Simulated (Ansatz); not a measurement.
**BH₃Br (doublet): wave-function methods side by side at distance Br1–H2 along a hydrogen transfer = 1.469 Å, cc-pVDZ**

How much of the correlation energy of BH₃Br (doublet) does each wave-function method recover here?

Method: cc-pVDZ, correlated electrons: outside noble gas; program: Ansatz 0.2.0, Gaussian basis.

The runs, in order: UHF; CCSD(T) on ROHF; CCSD(T) on UHF; BCCD(T) on ROHF; CISD; CCSDT(Q) on ROHF; CCSDT(Q) on UHF; CASSCF and MRCISD+Q, 3 electrons in 3 orbitals; CASSCF and NEVPT2, 3 electrons in 3 orbitals.

### 1 What is computed

The geometry derives from fragments relaxed apart (PBE0/def2-TZVP) and kept rigid, so it is no stationary point. A hydrogen atom is moved between rigid fragments. No spin-orbit coupling is included. The filled d shell of Br may be among the frozen orbitals whatever the setting's name suggests; the logs give the count.

5 atoms, charge 0, spin multiplicity 2.

Atoms are counted from 1 here; the program's logs count them from 0.

Bond lengths: Br1–H2 1.469 Å, B3–H4 1.191 Å, B3–H5 1.191 Å. Angles: H4–B3–H5 129.4°.

In the tables R marks a restricted open-shell determinant and U an unrestricted one; 'pair' is the active space of 3 electrons in 3 orbitals; correlation energies count from the lowest restricted Hartree-Fock solution.

### 2 UHF

in.yaml reads:

```yaml
crystal:
  periodic: [false, false, false]
  atoms:
    - {symbol: Br, position_ang: [-0.427674, 0.000000, 0.000000]}
    - {symbol: H, position_ang: [1.041326, 0.000000, 0.000000]}
    - {symbol: B, position_ang: [2.502326, 0.000000, 0.000000]}
    - {symbol: H, position_ang: [3.011399, 0.000000, 1.077008]}
    - {symbol: H, position_ang: [3.011399, 0.000000, -1.077008]}
basis:
  gaussian: {orbitals: cc-pVDZ}
magnetization: {spin_polarized: true, initial_magnetization: 1}
hamiltonian: {xc: hf}
output: {orbitals: {seedname: orbitals}}
```

On the command line:

```console
$ ansatz run in.yaml --threads 1 --pin off --events-out ev --progress --plain --max-ram 2393MiB
```

Further steps of the session: CCSD(T) on ROHF; CCSD(T) on UHF; BCCD(T) on ROHF; CISD; CCSDT(Q) on ROHF; CCSDT(Q) on UHF; CASSCF and MRCISD+Q, 3 electrons in 3 orbitals; CASSCF and NEVPT2, 3 electrons in 3 orbitals.

Before running them: what should the planned runs give, taken together? Wanted: correlation energy, UCCSDT(Q); RMP2 from UCCSDT(Q); UMP2 from UCCSDT(Q); RCCSD from UCCSDT(Q); RCCSD(T) from UCCSDT(Q); UCCSD(T) from UCCSDT(Q); RCCSDT(Q) from UCCSDT(Q); NEVPT2 pair from UCCSDT(Q); MRCISD+Q pair from UCCSDT(Q).

As calculated:

```
                                      quantity                                                                  value
                 correlation energy, UCCSDT(Q)                                                             -6.7966 eV
                           RMP2 from UCCSDT(Q)                                                        +24.14 kcal/mol
                           UMP2 from UCCSDT(Q)                                                        +25.10 kcal/mol
                          RCCSD from UCCSDT(Q)                                                         +3.55 kcal/mol
                       RCCSD(T) from UCCSDT(Q)                                                         +0.67 kcal/mol
                       UCCSD(T) from UCCSDT(Q)                                                         +0.67 kcal/mol
                      RCCSDT(Q) from UCCSDT(Q)                                                         +0.02 kcal/mol
                    NEVPT2 pair from UCCSDT(Q)                                                        +24.41 kcal/mol
                  MRCISD+Q pair from UCCSDT(Q)                                                         +0.92 kcal/mol
levels of the table within 1 kcal/mol (43 meV)  RCCSD(T), UCCSD(T), BCCD(T), RCCSDT, UCCSDT, RCCSDT(Q), MRCISD+Q pair
                                 T1 diagnostic                                                                  0.017
```

What this shows: RCCSD(T) misses by +0.67 kcal/mol, 0.4 % of the correlation energy. Of the multireference levels listed MRCISD+Q pair comes nearest in total energy (+0.92 kcal/mol), which doesn't show that its space is the better one. These misses are within one basis, not against nature; the frozen cores of restricted and unrestricted runs differ, which can shift their rows.
